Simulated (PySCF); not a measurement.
**One shape, several levels: GaAsH6 (SMILES [GaH3-][AsH3+])**

Aim: a comparison of 3 runs (HF/ccECP-cc-pVDZ, HF/ccECP-aug-cc-pVDZ, HF/ccECP-cc-pVTZ) of GaAsH6. 

The results are computed with PySCF 2.14.0.

**1. The structure to begin with**

The species is GaAsH6 (8 atoms), meant as a singlet with charge 0. SMILES: `[GaH3-][AsH3+]`. The coordinates come from a PBE0-D4/def2-TZVP relaxation.

Bond lengths: Ga1–As2 2.660 Å, Ga1–H3 1.574 Å, Ga1–H4 1.574 Å, Ga1–H5 1.574 Å, As2–H6 1.509 Å, As2–H7 1.509 Å, As2–H8 1.509 Å. Some angles: Ga1–As2–H6 120.3°, Ga1–As2–H7 120.4°, Ga1–As2–H8 120.3°, As2–Ga1–H3 96.1°, As2–Ga1–H4 96.0°, As2–Ga1–H5 96.1°, H6–As2–H7 96.8°, H6–As2–H8 96.8°, H7–As2–H8 96.8°, H3–Ga1–H4 118.9°.

**2. The response to a field at HF/ccECP-cc-pVDZ (core potential) (run 1)**

File input.py:

```python
import numpy
from pyscf import gto
from pyscf.prop.polarizability import rhf

system = gto.M(
    atom='''
Ga    -0.914627     0.279302    -2.780165
As     0.689750    -0.222232     1.957756
H      0.799732    -1.867238    -3.922127
H     -3.772838    -0.315395    -2.206444
H     -0.071810     3.114836    -3.098206
H      1.899553     1.978165     3.308721
H      2.685490    -2.152965     2.606688
H     -1.141017    -0.922375     4.028707
''',
    max_memory=1860,
    spin=0,
    unit='bohr',
    verbose=3,
    basis='ccecp-cc-pvdz',
    ecp={'Ga': 'ccecp', 'As': 'ccecp', 'H': 'ccecp'},
)

mf = system.RHF()
mf.conv_tol = 1e-10
mf.kernel()
if not mf.converged:
    mf = mf.newton().run(mf.mo_coeff, mf.mo_occ)

etot = mf.e_tot
print('E = %.10f Eh' % etot)
pol = rhf.Polarizability(mf)
alpha = pol.polarizability()
print('isotropic polarizability %.4f bohr^3' % (numpy.trace(alpha) / 3))
alpha_w = pol.polarizability_with_freq(freq=0.0774)
beta = pol.hyper_polarizability()
```

The run is started by

```bash
$ OMP_NUM_THREADS=1 python input.py
```

Output:

```text
converged SCF energy = -11.5204580951091
E = -11.5204580951 Eh
isotropic polarizability 50.8175 bohr^3
```

It took 4.8 s on 1 thread of Arm Neoverse V1, shared host; peak memory 0.16 GiB.

**3. The polarisability at HF/ccECP-aug-cc-pVDZ (core potential) (run 2)**

File run.py:

```python
# [GaH3-][AsH3+]
import numpy
from pyscf import gto, scf
from pyscf.prop.polarizability import rhf

system = gto.M(
    atom='''
Ga    -0.914627     0.279302    -2.780165
As     0.689750    -0.222232     1.957756
H      0.799732    -1.867238    -3.922127
H     -3.772838    -0.315395    -2.206444
H     -0.071810     3.114836    -3.098206
H      1.899553     1.978165     3.308721
H      2.685490    -2.152965     2.606688
H     -1.141017    -0.922375     4.028707
''',
    verbose=4,
    spin=0,
    ecp='ccecp',
    basis='ccecp-aug-cc-pvdz',
    unit='bohr',
    max_memory=1860,
)

mf = scf.RHF(system)
mf.conv_tol = 1e-10
mf.kernel()
if not mf.converged:
    mf = mf.newton().run(mf.mo_coeff, mf.mo_occ)

etot = mf.e_tot
print(f'total energy: {etot:.8f} hartree')
pol = rhf.Polarizability(mf)
alpha = pol.polarizability()
print('isotropic polarizability %.4f bohr^3' % (numpy.trace(alpha) / 3))
alpha_w = pol.polarizability_with_freq(freq=0.0774)
beta = pol.hyper_polarizability()
```

The run is started by

```bash
$ OMP_NUM_THREADS=1 python run.py
```

Output:

```text
PySCF version 2.14.0

[... 60 lines left out ...]
converged SCF energy = -11.5307818664261
total energy: -11.53078187 hartree
[... 2 lines left out ...]
isotropic polarizability 65.3936 bohr^3
```

Run time: 29 s. Hardware: 1 thread of Arm Neoverse V1, shared host; peak memory 0.23 GiB.

**4. The polarisability at HF/ccECP-cc-pVTZ (core potential) (run 3)**

File calc.py:

```python
# [GaH3-][AsH3+]
import numpy
from pyscf import gto, scf
from pyscf.prop.polarizability import rhf

molecule = gto.Mole()
molecule.atom = [
    ('Ga', (-0.484000, 0.147800, -1.471200)),
    ('As', (0.365000, -0.117600, 1.036000)),
    ('H', (0.423200, -0.988100, -2.075500)),
    ('H', (-1.996500, -0.166900, -1.167600)),
    ('H', (-0.038000, 1.648300, -1.639500)),
    ('H', (1.005200, 1.046800, 1.750900)),
    ('H', (1.421100, -1.139300, 1.379400)),
    ('H', (-0.603800, -0.488100, 2.131900)),
]
molecule.charge = 0
molecule.max_memory = 1860
molecule.verbose = 3
molecule.ecp = {'Ga': 'ccecp', 'As': 'ccecp', 'H': 'ccecp'}
molecule.basis = 'ccecp-cc-pvtz'
molecule.build()

hf = scf.RHF(molecule)
hf.conv_tol = 1e-10
hf.kernel()
if not hf.converged:
    hf = hf.newton().run(hf.mo_coeff, hf.mo_occ)

e_final = hf.e_tot
print('E = %.10f Eh' % e_final)
pol = rhf.Polarizability(hf)
alpha = pol.polarizability()
print('isotropic polarizability %.4f bohr^3' % (numpy.trace(alpha) / 3))
alpha_w = pol.polarizability_with_freq(freq=0.0774)
beta = pol.hyper_polarizability()
```

The run is started by

```bash
$ OMP_NUM_THREADS=1 python calc.py
```

Output:

```text
converged SCF energy = -11.5343380757427
E = -11.5343380757 Eh
isotropic polarizability 62.7548 bohr^3
```

Run time: 2.6 min. Hardware: 1 thread of Arm Neoverse V1, shared host; peak memory 0.53 GiB.

**5. The series**

```csv
run,level,energy (Eh),dipole moment (D),HOMO energy (eV),LUMO energy (eV),wall time
1,HF/ccECP-cc-pVDZ (core potential),-11.520458,3.95,-10.78,3.20,4.8 s
2,HF/ccECP-aug-cc-pVDZ (core potential),-11.530782,3.59,-10.95,0.60,29 s
3,HF/ccECP-cc-pVTZ (core potential),-11.534338,3.58,-10.96,1.79,2.6 min
```

**6. Outcome**

```
                                   quantity         value
                        run 3: total energy  -11.53434 Eh
                       run 3: dipole moment        3.58 D
                         run 3: HOMO energy     -10.96 eV
                         run 3: LUMO energy       1.79 eV
                       run 3: HOMO–LUMO gap      12.75 eV
          run 3: mean static polarisability    62.8 bohr³
run 3: mean polarisability at ω = 0.0774 Eh    65.1 bohr³
```

The dipole moment (its size) runs from 3.58 D (HF/ccECP-cc-pVTZ) to 3.95 D (HF/ccECP-cc-pVDZ). The HOMO–LUMO gap runs from 11.55 eV (HF/ccECP-aug-cc-pVDZ) to 13.98 eV (HF/ccECP-cc-pVDZ). All runs together took 3.1 min, the longest 2.6 min.
